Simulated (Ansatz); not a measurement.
**C₃H₉ClZr: small, medium and large basis sets**

One table from this session's results is given with a row withheld; the runs are named, their logs left out.

Method: one geometry, several basis sets; program: Ansatz 0.2.0, Gaussian basis.

Levels to be run: PBE0-D4/def2-SVP; ωB97M-V/def2-SVP; PBE0-D4/def2-QZVPP; ωB97M-V/def2-QZVPP; the functionals' def2-TZVPP values are taken from earlier runs.

### Structure used throughout

All runs share one geometry, relaxed beforehand with PBE0-D4 in a triple-zeta def2 set. Zr takes the def2 core potential; no spin-orbit term is included.

SMILES `[CH3][Zr]([CH3])([CH3])[Cl]`, 14 atoms, charge 0, spin multiplicity 1.

Atoms are counted from 1 here; the program's logs count them from 0.

Bond lengths: C1–Zr2 2.203 Å, C1–H6 1.097 Å, C1–H7 1.098 Å, C1–H8 1.096 Å, Zr2–C3 2.204 Å, Zr2–C4 2.203 Å, Zr2–Cl5 2.357 Å, C3–H9 1.097 Å, C3–H10 1.098 Å, C3–H11 1.096 Å, C4–H12 1.098 Å, C4–H13 1.097 Å, C4–H14 1.096 Å. Angles: Zr2–C1–H6 110.8°, Zr2–C1–H7 110.1°, Zr2–C1–H8 112.4°, H6–C1–H7 107.7°, H6–C1–H8 107.8°, H7–C1–H8 107.9°, C1–Zr2–C3 107.4°, C1–Zr2–C4 108.0°, C1–Zr2–Cl5 111.3°, C3–Zr2–C4 107.5°, C3–Zr2–Cl5 111.0°, C4–Zr2–Cl5 111.3°, Zr2–C3–H9 110.7°, Zr2–C3–H10 110.3°, Zr2–C3–H11 112.3°, H9–C3–H10 107.7°, H9–C3–H11 107.8°, H10–C3–H11 107.9° and more.

The first run:

The input, in.yaml:

```yaml
crystal:
  periodic: [false, false, false]
  atoms:
    - {symbol: C, position_ang: [-1.387972, 1.526517, -0.070888]}
    - {symbol: Zr, position_ang: [0.101580, -0.006694, -0.605019]}
    - {symbol: C, position_ang: [1.938446, 0.435406, 0.529844]}
    - {symbol: C, position_ang: [-0.651422, -1.958712, 0.085809]}
    - {symbol: Cl, position_ang: [0.523469, -0.021719, -2.923720]}
    - {symbol: H, position_ang: [-2.376732, 1.074381, 0.075684]}
    - {symbol: H, position_ang: [-1.103309, 2.018349, 0.868455]}
    - {symbol: H, position_ang: [-1.483684, 2.300821, -0.839981]}
    - {symbol: H, position_ang: [2.047819, 1.515727, 0.686695]}
    - {symbol: H, position_ang: [1.900016, -0.042900, 1.517322]}
    - {symbol: H, position_ang: [2.839451, 0.078456, 0.018547]}
    - {symbol: H, position_ang: [-1.461644, -1.823942, 0.813949]}
    - {symbol: H, position_ang: [0.150071, -2.523045, 0.579392]}
    - {symbol: H, position_ang: [-1.036068, -2.572674, -0.736089]}
basis:
  gaussian: {orbitals: def2-SVP}
hamiltonian: {xc: pbe0, dispersion: d4}
output: {orbitals: {seedname: orbitals}}
```

Run with:

```sh
> ansatz run in.yaml --threads 4 --pin off --events-out ev --progress --plain --max-ram 11315MiB
```

Steps of the session up to this table: PBE0-D4 in def2-SVP; ωB97M-V in def2-SVP; PBE0-D4 in def2-QZVPP; ωB97M-V in def2-QZVPP.

One table of the session follows, with a row left open; its other results are not shown here.

It belongs to the step «Density functionals: the series». 

```
functional       basis  HOMO (eV)
   PBE0-D4    def2-SVP      -7.73
   PBE0-D4  def2-TZVPP      -7.76
   PBE0-D4  def2-QZVPP      -7.77
   ωB97M-V    def2-SVP          ?
   ωB97M-V  def2-TZVPP     -10.08
   ωB97M-V  def2-QZVPP     -10.09
```

Estimate the missing values for ωB97M-V, def2-SVP.

As computed: HOMO (eV): -10.04. In the column «HOMO (eV)» it lies between ωB97M-V, def2-TZVPP (-10.08) and PBE0-D4, def2-QZVPP (-7.77).
